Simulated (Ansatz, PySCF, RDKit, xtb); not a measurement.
**Which structure has the formula BeSbH3O?**

Task: start from the formula BeSbH3O, draw up candidate structures, narrow them down in stages, and characterise the one that lies lowest at 400 K.

Plan: many cheap relaxations first (GFN2-xTB), then density-functional screening, relaxation at PBE0-D4/def2-TZVP, vibrations and a final energy. The numbers are computed, not measured.

9 further runs of the same task are left out: 9 set aside as unsound or not needed.

## 1. Candidates

A program enumerates the bonding patterns with one Lewis structure each (two rings at most, one unusual centre or charged pair), with their diastereomers. O–O, O–halogen and N–halogen bonds and N–N–N chains are not drawn. That gives 8 candidates.

```csv
label,SMILES,spin
c114,[OH][Be][SbH2],singlet
c115,[BeH][O][SbH2],singlet
c296,[BeH2-][SbH+]=[O],singlet
c712,[BeH][SbH2+][O-],singlet
c761,[BeH-]1[OH+][SbH]1,singlet
c801,[BeH2-][O+]=[SbH],singlet
c857,[BeH-]1[O][SbH2+]1,singlet
c928,[BeH][SbH][OH],singlet
```

Candidates are built by distance geometry, with a force field where one applies, in up to four conformers (letters a to d). 16 starts with atoms placed at random are added, to find patterns that the rules miss.

Q: Predict the outcome of this search (final energies at CCSD(T)/def2-TZVPP).

| quantity | value |
| --- | --- |
| lowest structure found | [BeH][O][SbH2], singlet, Cs |
| next finalist | [BeH]1[OH][SbH]1 ‡, singlet, 22.2 kcal/mol higher in G |
| share at equilibrium, among the finalists | 100.0 % |
| harmonic wavenumbers, lowest and highest (PBE0-D4/def2-TZVP) | 45 and 2158 cm⁻¹ |
| rotational constants, same geometry | 2.567, 0.1095, 0.1091 cm⁻¹ |
| dipole moment (PBE0/def2-TZVPD) | 1.81 D |
| HOMO energy (PBE0/def2-TZVPD) | -7.39 eV |
| LUMO energy (PBE0/def2-TZVPD) | -1.24 eV |
| HOMO–LUMO gap (PBE0/def2-TZVPD) | 6.15 eV |
| lowest excitation (TD-PBE0/def2-SVPD) | 4.93 eV (f = 0.047) |
| strongest of the states computed, same level | 6.31 eV (f = 0.115) |
| lowest triplet excitation, same level, Tamm-Dancoff | 4.07 eV |
| vertical ionisation energy | 9.53 eV |
| vertical electron affinity | -0.24 eV (unbound: the value depends on the basis) |
| vertical triplet less singlet | +4.04 eV |

`[BeH][O][SbH2]` comes out lowest. Among the finalists first place is clear (22.2 kcal/mol); structures outside the list aren't covered. GFN2-xTB, HF/STO-3G, r2SCAN-D4/def2-SVP, PBE0-D4/def2-TZVP, HF/def2-TZVPP and MP2/def2-TZVPP already put its bonding pattern lowest among the structures in one piece. Spin-orbit coupling, which matters for elements this heavy, is left out. Lowest found is not proven lowest: the search is finite, and each finalist counts with one conformer. Patterns outside the rules of the enumeration were met only by chance.

‡ marks the bonded skeleton alone, with all bonds drawn single: no Lewis structure was assigned that passes a check against the bond lengths.
